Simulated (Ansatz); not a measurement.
# C₂H₃NSe: a ladder of functionals and wavefunction methods

One table from this session's results is given with a row withheld; the runs are named, their logs left out.

Method: functionals in def2-TZVPP, the program's frozen cores in correlated methods; program: Ansatz 0.2.0, Gaussian basis.

Plan: LDA (SPW92), PBE-D4, revPBE-D4, BLYP-D4, r2SCAN-D4, B97M-V, PBE0-D4, B3LYP-D4, r2SCANh-D4, r2SCAN0-D4, HSE06-D4, BHLYP-D4, CAM-B3LYP-D4, LC-ωPBE, ωB97X-V, ωB97M-V, B2PLYP, PBE-QIDH; CCSD(T)/def2-SVP; CCSD(T)/def2-TZVPP; MP2/def2-QZVPP; extrapolation to the limit; RPA on PBE.

## Structure used throughout

The geometry comes from an earlier relaxation with PBE0-D4 in a triple-zeta def2 set; it is a stationary point, not always the lowest conformer.

SMILES `CN=C=[Se]`, 7 atoms, charge 0, spin multiplicity 1.

Atoms are counted from 1 here; the program's logs count them from 0.

Bond lengths: C1–N2 1.401 Å, C1–H5 1.093 Å, C1–H6 1.093 Å, C1–H7 1.093 Å, N2–C3 1.170 Å, C3–Se4 1.734 Å. Angles: N2–C1–H5 110.2°, N2–C1–H6 110.2°, N2–C1–H7 110.2°, H5–C1–H6 108.7°, H5–C1–H7 108.7°, H6–C1–H7 108.7°, C1–N2–C3 179.9°, N2–C3–Se4 180.0°.

As a file:

```tsv
atom	x (Å)	y (Å)	z (Å)
C1	0.2138	0.9877	0.0606
N2	-0.0666	-0.3820	-0.0302
C3	-0.3025	-1.5252	-0.1082
Se4	-0.6517	-3.2196	-0.2233
H5	-0.2675	1.5271	-0.7588
H6	-0.1562	1.3870	1.0081
H7	1.2919	1.1570	0.0061
```

Set-up of the first run:

Input file in.yaml:

```yaml
crystal:
  periodic: [false, false, false]
  atoms:
    - {symbol: C, position_ang: [0.213784, 0.987708, 0.060608]}
    - {symbol: N, position_ang: [-0.066615, -0.382015, -0.030219]}
    - {symbol: C, position_ang: [-0.302497, -1.525239, -0.108217]}
    - {symbol: Se, position_ang: [-0.651684, -3.219583, -0.223332]}
    - {symbol: H, position_ang: [-0.267520, 1.527132, -0.758818]}
    - {symbol: H, position_ang: [-0.156210, 1.386996, 1.008097]}
    - {symbol: H, position_ang: [1.291941, 1.156999, 0.006080]}
basis:
  gaussian: {orbitals: def2-TZVPP}
hamiltonian: {xc: lda}
output: {orbitals: {seedname: orbitals}}
```

The run is started by

```bash
$ ansatz run in.yaml --threads 2 --pin off --events-out ev --progress --plain --max-ram 4352MiB
```

Among the steps run: LDA; PBE-D4 (GGA); revPBE-D4 (GGA); BLYP-D4 (GGA); r2SCAN-D4 (meta-GGA); B97M-V (meta-GGA); PBE0-D4 (hybrid); B3LYP-D4 (hybrid); r2SCANh-D4 (hybrid); r2SCAN0-D4 (hybrid); HSE06-D4 (hybrid); BHLYP-D4 (hybrid); CAM-B3LYP-D4 (range-separated); LC-ωPBE (range-separated); ωB97X-V (range-separated); ωB97M-V (range-separated); B2PLYP (double hybrid); PBE-QIDH (double hybrid).

One of the session's tables, all rows but one given; the rest of the session is left out.

It belongs to the step «Frontier levels by functional». 

```
  functional  HOMO (eV)  gap (eV)
 LDA (SPW92)      -5.66      4.65
      PBE-D4      -5.50      4.68
   revPBE-D4          ?         ?
     BLYP-D4      -5.32      4.64
   r2SCAN-D4      -5.75      5.14
      B97M-V      -5.72      5.18
     PBE0-D4      -6.55      6.64
    B3LYP-D4      -6.32      6.20
  r2SCANh-D4      -6.14      5.86
  r2SCAN0-D4      -6.72      6.94
    HSE06-D4      -6.16      5.87
    BHLYP-D4      -7.44      8.56
CAM-B3LYP-D4      -7.73      8.90
     LC-ωPBE      -9.00     11.25
     ωB97X-V      -8.68     10.89
     ωB97M-V      -8.56     10.70
```

Estimate the missing values for revPBE-D4.

As computed: HOMO (eV): -5.45; gap (eV): 4.70. In the column «HOMO (eV)» it lies between PBE-D4 (-5.50) and BLYP-D4 (-5.32).
